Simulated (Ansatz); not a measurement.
Ba2Tl5V3O12:

```
Ba V Tl O
1.0
     8.15421    0.00000    0.00000
    -4.07711    7.06176    0.00000
     0.00000    0.00000    6.92128
Ba V Tl O
2 3 5 12
Direct
  0.00000 0.00000 0.23552
  0.00000 0.00000 0.76448
  0.50000 0.00000 0.00000
  0.00000 0.50000 0.00000
  0.50000 0.50000 0.00000
  0.50000 0.00000 0.50000
  0.00000 0.50000 0.50000
  0.50000 0.50000 0.50000
  0.33333 0.66667 0.22489
  0.66667 0.33333 0.77511
  0.33890 0.34334 0.81444
  0.65666 0.99556 0.81444
  0.00444 0.66110 0.81444
  0.34334 0.33890 0.18556
  0.99556 0.65666 0.18556
  0.66110 0.00444 0.18556
  0.66110 0.65666 0.18556
  0.34334 0.00444 0.18556
  0.99556 0.33890 0.18556
  0.65666 0.66110 0.81444
  0.00444 0.34334 0.81444
  0.33890 0.99556 0.81444
```

The cell was built by a generator and needn't be a form met in nature.

* Program: Ansatz 0.2.0
* Task: relaxation of cell and atoms
* Functional: r2SCAN
* Potentials or basis: Ansatz PAW
* Cutoff: 500 eV (not typed: the program's choice for these potentials)
* k mesh: 3 × 3 × 3
* Occupations: fermi-dirac, width 0.05 eV
* Spin: collinear spin, ferromagnetic start
* Starting moments: [0.0, 0.0, 2.0, 2.0, 2.0, 0.0, 0.0, 0.0, 0.0, 0.0, 0.0, 0.0, 0.0, 0.0, 0.0, 0.0, 0.0, 0.0, 0.0, 0.0, 0.0, 0.0] μB

At the start: volume 18.12 Å³/atom.

Question: Where does the relaxation end?

Answer: It ends after 6 steps and the volume is 17.46 Å³/atom (-3.6 %); space group P-3m1 (No. 164, to 0.05 Å); moment 0.13 μB per cell.

The path:
| step | energy change (eV) | largest force (eV/Å) | volume (Å³) |
| --- | --- | --- | --- |
| 1 | 0.0000 | 0.3453 | 398.55 |
| 2 | -0.0916 | 0.4682 | 385.52 |
| 3 | -0.1228 | 0.0887 | 384.02 |
| 4 | -0.1248 | 0.0704 | 384.12 |
| 5 | -0.1257 | 0.0050 | 384.11 |
| 6 | -0.1215 | 0.0054 | 384.11 |

Final structure:
```cif
data_structure
_symmetry_space_group_name_H-M 'P 1'
_symmetry_Int_Tables_number 1
_cell_length_a 8.0694
_cell_length_b 8.0694
_cell_length_c 6.8115
_cell_angle_alpha 90.000
_cell_angle_beta 90.000
_cell_angle_gamma 120.000
_cell_volume 384.11
loop_
_atom_site_label
_atom_site_type_symbol
_atom_site_fract_x
_atom_site_fract_y
_atom_site_fract_z
_atom_site_occupancy
Ba1 Ba 0.00000 0.00000 0.23741 1
Ba2 Ba 0.00000 0.00000 0.76259 1
V1 V 0.50000 0.00000 0.00000 1
V2 V 0.00000 0.50000 0.00000 1
V3 V 0.50000 0.50000 0.00000 1
Tl1 Tl 0.50000 0.00000 0.50000 1
Tl2 Tl 0.00000 0.50000 0.50000 1
Tl3 Tl 0.50000 0.50000 0.50000 1
Tl4 Tl 0.33333 0.66667 0.22728 1
Tl5 Tl 0.66667 0.33333 0.77272 1
O1 O 0.33901 0.34345 0.81215 1
O2 O 0.65655 0.99555 0.81215 1
O3 O 0.00445 0.66099 0.81215 1
O4 O 0.34345 0.33901 0.18785 1
O5 O 0.99555 0.65655 0.18785 1
O6 O 0.66099 0.00445 0.18785 1
O7 O 0.66099 0.65655 0.18785 1
O8 O 0.34345 0.00445 0.18785 1
O9 O 0.99555 0.33901 0.18785 1
O10 O 0.65655 0.66099 0.81215 1
O11 O 0.00445 0.34345 0.81215 1
O12 O 0.33901 0.99555 0.81215 1
```

Caveat: the magnetic or orbital state may not be the lowest; the plane-wave basis is chosen anew once the cell has moved, so the energies of steps on either side of that aren't comparable; the PAW data sets come from PBE, with cores solved anew for the run's functional, which leaves a small shift of forces and pressure; the starting moments weren't kept.
